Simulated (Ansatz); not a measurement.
# GaPH2 (triplet): wave-function methods side by side at a displaced geometry (v1), cc-pVDZ

How much of the correlation energy of GaPH2 (triplet) does each wave-function method recover here?

Program: Ansatz 0.2.0, Gaussian basis. Level of theory: cc-pVDZ, core rule «outside noble gas», up to 19 orbitals frozen. These are calculated values, not measurements.

The runs, in order: UHF; CCSD(T) on ROHF; CCSD(T) on UHF; BCCD(T) on ROHF; CISD; CCSDT(Q) on ROHF; CCSDT(Q) on UHF.

52 further runs of the same task are left out: 16 for a known fault of the program, 17 that didn't finish, 19 set aside as unsound or not needed.

### Step 1. The geometry

The geometry is a PBE0/def2-TZVP stationary point (not a proven minimum) with its atoms shifted at random (size 0.040 Å). No spin-orbit coupling is included. The filled d shell of Ga may be among the frozen orbitals whatever the setting's name suggests; the logs give the count.

4 atoms, charge 0, spin multiplicity 3.

Atoms are counted from 1 here; the program's logs count them from 0.

Bond lengths: P1–Ga2 2.333 Å, Ga2–H3 1.543 Å, Ga2–H4 1.575 Å. Angles: P1–Ga2–H3 122.5°, P1–Ga2–H4 119.7°, H3–Ga2–H4 117.8°.

### Step 2. UHF

Contents of in.yaml:

```yaml
crystal:
  periodic: [false, false, false]
  atoms:
    - {symbol: P, position_ang: [0.000649, 0.010727, 1.645517]}
    - {symbol: Ga, position_ang: [-0.000184, -0.005416, -0.687838]}
    - {symbol: H, position_ang: [0.047780, -1.311059, -1.507902]}
    - {symbol: H, position_ang: [-0.054997, 1.356033, -1.478099]}
basis:
  gaussian: {orbitals: cc-pVDZ}
magnetization: {spin_polarized: true, initial_magnetization: 2}
hamiltonian: {xc: hf}
output: {orbitals: {seedname: orbitals}}
```

Started as:

```console
$ ansatz run in.yaml --threads 1 --pin off --events-out ev --progress --plain --max-ram 2393MiB
```

Further steps of the session: CCSD(T) on ROHF; CCSD(T) on UHF; BCCD(T) on ROHF; CISD; CCSDT(Q) on ROHF; CCSDT(Q) on UHF.

Q: Predict the results of all the runs planned. Wanted: UCCSDT(Q) below the RHF energy; RMP2 from UCCSDT(Q); UMP2 from UCCSDT(Q); RCCSD from UCCSDT(Q); RCCSD(T) from UCCSDT(Q); UCCSD(T) from UCCSDT(Q); RCCSDT(Q) from UCCSDT(Q); T1 diagnostic.

As calculated:

| quantity | value |
| --- | --- |
| UCCSDT(Q) below the RHF energy | -5.0111 eV |
| RMP2 from UCCSDT(Q) | +25.10 kcal/mol |
| UMP2 from UCCSDT(Q) | +25.68 kcal/mol |
| RCCSD from UCCSDT(Q) | +3.37 kcal/mol |
| RCCSD(T) from UCCSDT(Q) | +0.79 kcal/mol |
| UCCSD(T) from UCCSDT(Q) | +0.77 kcal/mol |
| RCCSDT(Q) from UCCSDT(Q) | +0.01 kcal/mol |
| levels within 1 kcal/mol (43 meV) | RCCSD(T), UCCSD(T), BCCD(T), RCCSDT, UCCSDT, RCCSDT(Q) |
| T1 diagnostic | 0.018 |

What this shows: RCCSD(T) lands +0.79 kcal/mol from the yardstick (0.7 % of the correlation energy). These misses are within one basis, not against nature; the frozen cores of restricted and unrestricted runs differ, which can shift their rows.
